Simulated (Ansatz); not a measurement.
# C6H5O2 (ohin): the cost of one run

Program: Ansatz 0.2.0. Level of theory: DFT PBE0, Gaussian basis def2-TZVPD, and further levels as typed in the inputs. These are calculated values, not measurements.

**1. The structure to begin with**

Bond lengths: O1–C2 1.364 Å, C2–C3 1.393 Å, C3–C4 1.397 Å, C4–C5 1.397 Å, C5–C6 1.393 Å, C6–O7 1.364 Å, C2–C8 1.390 Å, C6–C8 1.390 Å, C3–H9 1.085 Å, C4–H10 1.087 Å, C5–H11 1.085 Å, O7–H12 0.971 Å, C8–H13 1.085 Å. Angles (14 of 19 angles, heavy atoms first): O1–C2–C3 121.3°, O1–C2–C8 117.9°, C3–C2–C8 120.9°, C2–C3–C4 119.4°, C3–C4–C5 120.2°, C4–C5–C6 119.4°, C5–C6–O7 121.3°, C5–C6–C8 120.9°, O7–C6–C8 117.9°, C2–C8–C6 119.2°, C2–C3–H9 121.2°, C4–C3–H9 119.3°, C3–C4–H10 119.9°, C5–C4–H10 119.9°.

Coordinates:

```xyz
13

O    -2.2473   -1.4474   -0.2228
C    -1.1493   -0.6461   -0.1084
C    -1.2701    0.7396   -0.0347
C    -0.1202    1.5239    0.0819
C     1.1391    0.9211    0.1239
C     1.2371   -0.4664    0.0486
O     2.4477   -1.0938    0.0862
C     0.0991   -1.2562   -0.0675
H    -2.2418    1.2221   -0.0660
H    -0.2055    2.6060    0.1401
H     2.0237    1.5434    0.2147
H     2.3038   -2.0516    0.0213
H     0.1843   -2.3365   -0.1256
```

**2. Relaxing the atoms: C6H5O2 (ohin), charge -1**

The input, input.yaml:

```yaml
crystal:
  periodic: [false, false, false]
  atoms:
    - { symbol: O, position_ang: [-2.24733, -1.44743, -0.22279] }
    - { symbol: C, position_ang: [-1.14933, -0.64614, -0.10843] }
    - { symbol: C, position_ang: [-1.27008, 0.73961, -0.03465] }
    - { symbol: C, position_ang: [-0.12018, 1.52388, 0.08191] }
    - { symbol: C, position_ang: [1.13911, 0.92109, 0.12391] }
    - { symbol: C, position_ang: [1.23706, -0.46638, 0.04863] }
    - { symbol: O, position_ang: [2.44774, -1.09376, 0.08621] }
    - { symbol: C, position_ang: [0.09907, -1.25616, -0.06752] }
    - { symbol: H, position_ang: [-2.24178, 1.22214, -0.06604] }
    - { symbol: H, position_ang: [-0.20552, 2.60602, 0.14007] }
    - { symbol: H, position_ang: [2.02367, 1.54344, 0.21469] }
    - { symbol: H, position_ang: [2.30381, -2.05162, 0.02125] }
    - { symbol: H, position_ang: [0.18427, -2.33653, -0.12559] }
total_charge: -1
basis:
  gaussian: { orbitals: def2-TZVPD }
hamiltonian:
  xc: pbe0
relax:
  f_tol: 0.004
  max_steps: 80
output:
  orbitals: {}
```

Run with:

```console
$ ansatz run input.yaml --threads 4 --pin off --max-ram 10240MiB --backend cpu --events-out ev --progress --plain --runs-dir out
```

What time and memory should one allow on 4 threads of Arm Neoverse V2, shared host?

About 80 s, with a peak of 1.4 GiB.
